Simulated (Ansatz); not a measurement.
**C2H3B: interaction energy of a dimer with the counterpoise correction**

How strongly do two molecules of C2H3B bind, and how much of that is basis error? Aim: the interaction energy of a dimer with the counterpoise correction, for C2H3B, run from a script. SMILES: BC#C.

Program: Ansatz 0.2.0 through its Python package. Level of theory: r2SCAN+D3(BJ)/def2-SVPD. These are calculated values, not measurements.

### Step 1. Starting point

Bond lengths: B1–C2 1.466 Å, C2–C3 1.177 Å, B1–H4 1.147 Å, B1–H5 1.214 Å, C3–H6 1.079 Å. Angles: B1–C2–C3 179.1°, C2–B1–H4 122.2°, C2–B1–H5 122.5°, H4–B1–H5 115.1°, C2–C3–H6 177.6°.

The script holds or builds the structure itself.

### Step 2. The code

dimer_c2h3b.py

```python
"""Binding of a C2H3B dimer at a trial geometry."""

import ansatz as az

BASIS = "def2-SVPD"
FUNCTIONAL = "r2scan"
VDW = "d3bj"

FIRST = [
    ("B", (-0.8244, 0.6246, -0.3576)),
    ("C", (0.2647, -0.2226, 0.1381)),
    ("C", (1.1326, -0.9171, 0.5246)),
    ("H", (-1.7129, 0.1979, -0.9445)),
    ("H", (-0.8126, 1.8338, -0.2486)),
    ("H", (1.9528, -1.5165, 0.888)),
]
SECOND = [
    ("B", (-2.4356, -1.4037, -3.3889)),
    ("C", (-3.8606, -1.5834, -3.0943)),
    ("C", (-5.0073, -1.7086, -2.861)),
    ("H", (-1.9477, -0.3668, -3.4417)),
    ("H", (-1.7055, -2.3311, -3.6735)),
    ("H", (-6.0554, -1.867, -2.6599)),
]

def energy(atoms, ghosts=()):
    molecule = az.Crystal.molecule()
    for symbol, xyz in atoms:
        molecule = molecule.atom(symbol, xyz)
    calc = (
        molecule.calculation()
        .basis(gaussian=BASIS)
        .functional(FUNCTIONAL, dispersion=VDW)
    )
    deck = calc.input()
    if ghosts:
        deck = deck.set(az.key.basis.gaussian.ghost_atoms, [{"symbol": s, "position_ang": list(xyz)} for s, xyz in ghosts])
    return az.Session.from_dict(deck).plan().execute().report["free_energy_ev"]

# monomers in their own basis and in the basis of the dimer
both = energy(FIRST + SECOND)
alone = energy(FIRST) + energy(SECOND)
ghosted = energy(FIRST, SECOND) + energy(SECOND, FIRST)
print(f"dimer {both:.6f} eV")
print(f"interaction, uncorrected   {96.485332 * (both - alone):8.3f} kJ/mol")
print(f"interaction, counterpoise  {96.485332 * (both - ghosted):8.3f} kJ/mol")
print(f"basis-set superposition    {96.485332 * (alone - ghosted):8.3f} kJ/mol")
```

### Step 3. The calls as engine input

The package turns the script's settings into the engine's input (first run):

```yaml
crystal:
  periodic: [false, false, false]
  atoms:
    - { symbol: B, position_ang: [-0.8244, 0.6246, -0.3576] }
    - { symbol: C, position_ang: [0.2647, -0.2226, 0.1381] }
    - { symbol: C, position_ang: [1.1326, -0.9171, 0.5246] }
    - { symbol: H, position_ang: [-1.7129, 0.1979, -0.9445] }
    - { symbol: H, position_ang: [-0.8126, 1.8338, -0.2486] }
    - { symbol: H, position_ang: [1.9528, -1.5165, 0.888] }
    - { symbol: B, position_ang: [-2.4356, -1.4037, -3.3889] }
    - { symbol: C, position_ang: [-3.8606, -1.5834, -3.0943] }
    - { symbol: C, position_ang: [-5.0073, -1.7086, -2.861] }
    - { symbol: H, position_ang: [-1.9477, -0.3668, -3.4417] }
    - { symbol: H, position_ang: [-1.7055, -2.3311, -3.6735] }
    - { symbol: H, position_ang: [-6.0554, -1.867, -2.6599] }
basis:
  gaussian:
    orbitals: def2-SVPD
hamiltonian:
  xc: r2scan
  dispersion: d3bj
```

### Step 4. The run

Launch:

```sh
$ python dimer_c2h3b.py
```

**Question.** How large is the interaction at this pose, and how much of it is basis-set superposition?

**Answer**, as computed:

```
                        quantity          value
 interaction energy, uncorrected  -3.532 kJ/mol
interaction energy, counterpoise  -2.073 kJ/mol
                   runs compared              5
```

The counterpoise correction takes away 41 % of the apparent binding. Uncorrected it is -3.532 kJ/mol, with the counterpoise correction -2.073 kJ/mol; the difference, 1.46 kJ/mol, is the superposition error. Reading the output:
- The dimer is a generated trial pose of unrelaxed monomers, not a minimum, so the figure is no binding energy, and the basis set is small.
- A dispersion term here runs with damping parameters fitted for another variant or functional.
